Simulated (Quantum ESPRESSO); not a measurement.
# NbTe in Quantum ESPRESSO: the effect of dispersion

The system is NbTe.

```xyz
2
Lattice="3.4257 0.0000 0.0000 0.0000 3.4257 0.0000 0.0000 0.0000 3.4257" Properties=species:S:1:pos:R:3 pbc="T T T"
Nb    1.7128    1.7128    1.7128
Te    0.0000    0.0000    0.0000
```

The cell was built by a generator and needn't be a form met in nature.

Alike in all runs:

| Property | Result |
| --- | --- |
| Program | Quantum ESPRESSO 7.5 |
| Task | phonons |
| Potentials or basis | GBRV 1.5 PBE |
| Cutoff | 612 eV |
| Density cutoff | 4898 eV |
| k mesh | 8 × 8 × 8 |
| Occupations | cold, width 0.2 eV |
| Spin | no spin polarisation |

Each run relaxes the cell or the atoms first.

```csv
dispersion,functional,relaxed volume (Å³/atom),highest phonon frequency (cm⁻¹)
none,PBE,20.24,135
D2,PBE,19.91,133
D3(BJ) two-body,PBE,19.42,154
rVV10,rPW86PBE,20.93,130
rev-vdW-DF2,rev-vdW-DF2,?,?
```

Task: What does the run with dispersion rev-vdW-DF2 give?

Result: Relaxed volume 20.04 Å³/atom; highest phonon frequency 140 cm⁻¹.

Caveats: the mesh is thin for the phonons of a metal; pairwise dispersion overbinds metals, which lowers pressure and volume (some runs); the potentials were made for another functional, which shifts forces and pressure (some runs).
